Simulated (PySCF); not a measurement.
# F3H3NSm (Sm(F)3(NH3)): the cost of one run

Program: PySCF 2.14.0. Level of theory: PBE0, Sm lcecp-1-SVP with ECP51, F def2-SVP, N def2-SVP, H def2-SVP; scalar-relativistic core potentials, no spin–orbit coupling. These are calculated values, not measurements.

1 further run of the same task is left out (for a known fault of the program).

**1. The starting structure**

8 atoms, charge 0, spin multiplicity 1.

Bond lengths: Sm1–F2 2.131 Å, Sm1–F3 2.131 Å, Sm1–F4 2.131 Å, Sm1–N5 2.558 Å, N5–H6 1.020 Å, N5–H7 1.020 Å, N5–H8 1.020 Å. Angles: F2–Sm1–F3 109.5°, F2–Sm1–F4 109.5°, F2–Sm1–N5 109.5°, F3–Sm1–F4 109.5°, F3–Sm1–N5 109.5°, F4–Sm1–N5 109.5°, Sm1–N5–H6 113.0°, Sm1–N5–H7 113.0°, Sm1–N5–H8 113.0°, H6–N5–H7 105.8°, H6–N5–H8 105.8°, H7–N5–H8 105.8°.

Coordinates:

```xyz
8
charge 0, multiplicity 1
Sm    0.0000    0.0000    0.0000
F     1.2301    1.2301    1.2301
F    -1.2301   -1.2301    1.2301
F     1.2301   -1.2301   -1.2301
N    -1.4766    1.4766   -1.4766
H    -2.0897    2.0897   -0.9395
H    -0.9395    2.0897   -2.0897
H    -2.0897    0.9395   -2.0897
```

Formal oxidation states: Sm +3. Each metal's 5 4f electrons lie in its core potential, so multiplicities, spins and levels count the valence alone.

**2. SCF at the start, singlet**

run.py (the lines that set the calculation)

```python
mol = gto.M(atom='''
Sm     0.00000     0.00000     0.00000
F      1.23010     1.23010     1.23010
F     -1.23010    -1.23010     1.23010
F      1.23010    -1.23010    -1.23010
N     -1.47660     1.47660    -1.47660
H     -2.08970     2.08970    -0.93950
H     -0.93950     2.08970    -2.08970
H     -2.08970     0.93950    -2.08970''',
    basis={'Sm': 'lcecp-1-SVP', 'F': 'def2-SVP', 'N': 'def2-SVP', 'H': 'def2-SVP'},
    ecp={'Sm': 'lcecp-1-SVP'},
    charge=0, spin=0)
mf = dft.RKS(mol, xc='PBE0')
mf.grids.atom_grid = (50, 194)  # f atoms: unpruned, at least (60, 302)
mf = mf.density_fit()  # fitting sets: Sm AutoAux, F def2-universal-JKFIT, N def2-universal-JKFIT, H def2-universal-JKFIT
mf.conv_tol = 1e-08; mf.max_cycle = 55
mf.kernel(dm0)  # dm0: free metal ions and neutral atoms
```

Launch:

```sh
$ OMP_NUM_THREADS=2 python run.py
```

What time and memory should one allow on 2 threads of Arm Neoverse V1, shared host?

About 3 s, with a peak of 0.61 GiB.
